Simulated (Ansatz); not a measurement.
**Cobalt, simple cubic under BLYP: ground state and equation of state**

What does BLYP give for cobalt in the simple cubic structure? We relax it, solve it on a dense k-mesh, then scale the cell to 7 volumes from 88 to 112 % of the relaxed one and try a fit of the equation of state. The start is ferromagnetic. The k-meshes are 14×14×14 for the relaxation; 22×22×22 for the dense run; 15×15×15 for the volumes.

This is Co in the simple cubic structure; at room conditions it is hcp.

Program: Ansatz 0.2.0. Level of theory: DFT BLYP, plane waves (420 eV) with PAW, scalar-relativistic; the PAW data stem from PBE, with regenerated cores. These are calculated values, not measurements.

**1. Starting point**

It takes space group Pm-3m (No. 221, cubic). The conventional cell has a = 2.287 Å, b = 2.287 Å, c = 2.287 Å, α = 90.00°, β = 90.00°, γ = 90.00°. Co (site symmetry m-3m) is surrounded by 6 Co at 2.29 Å.

As a file:

```cif
data_structure
_symmetry_space_group_name_H-M 'P 1'
_symmetry_Int_Tables_number 1
_cell_length_a 2.2868
_cell_length_b 2.2868
_cell_length_c 2.2868
_cell_angle_alpha 90.000
_cell_angle_beta 90.000
_cell_angle_gamma 90.000
_cell_volume 11.96
loop_
_atom_site_label
_atom_site_type_symbol
_atom_site_fract_x
_atom_site_fract_y
_atom_site_fract_z
_atom_site_occupancy
Co1 Co 0.00000 0.00000 0.00000 1
```

Starting moments (μB): +1.7.

**2. Geometry optimisation**

input.yaml

```yaml
crystal:
  lattice:
    - [2.286848805, 0.0, 0.0]
    - [0.0, 2.286848805, 0.0]
    - [0.0, 0.0, 2.286848805]
  atoms:
    - { symbol: Co, position: [0.0, 0.0, 0.0], spin: 1.7 }
hamiltonian:
  xc: blyp
  pseudopotentials:
    kind: paw
    azcp:
      Co: "pseudopotentials/Co.paw.azcp"
basis:
  ecutwfc: 420
  fft_grid_basis: typed
kpoints:
  mp_grid: { grid: [14, 14, 14], shift: [0, 0, 0] }
magnetization:
  spin_polarized: true
scf:
  occupations: { method: fermi_dirac, width: 0.05 }
relax:
  max_steps: 60
  f_tol: 0.01
  cell: {}
```

After this run come: Dense single point; At 88 % of the relaxed volume; At 92 % of the relaxed volume; At 96 % of the relaxed volume; At 100 % of the relaxed volume; At 104 % of the relaxed volume; At 108 % of the relaxed volume; At 112 % of the relaxed volume.

Before running it: what results should come out? Wanted: space group; conventional cell; volume; shortest distance; gap on the mesh; magnetic state; relative to hcp, ferromagnetic; V₀, B₀, B₀′.

As calculated:

| quantity | value |
| --- | --- |
| space group (spins left aside) | Pm-3m (No. 221) |
| conventional cell | a = 2.377 Å |
| volume | 13.435 Å³/atom |
| shortest distance | 2.377 Å |
| gap on the mesh | none (levels filled in part) |
| magnetic state | ferromagnetic, up to 1.89 μB per atom |
| relative to hcp, ferromagnetic | +606 meV/atom |
| V₀, B₀, B₀′ | 13.410 Å³/atom, 125 GPa, 3.3 |

What this shows: From the guessed start the volume grew by 12.3 % in 8 steps. Against the reference form of cobalt (hcp, ferromagnetic, computed apart with the same settings) it stands 606 meV/atom higher. It ends ferromagnetic, with up to 1.89 μB per atom. No gap shows: it is a metal or semimetal at this level. The fitted modulus is 125 GPa. Relaxation kept the symmetry; phonons were not checked.
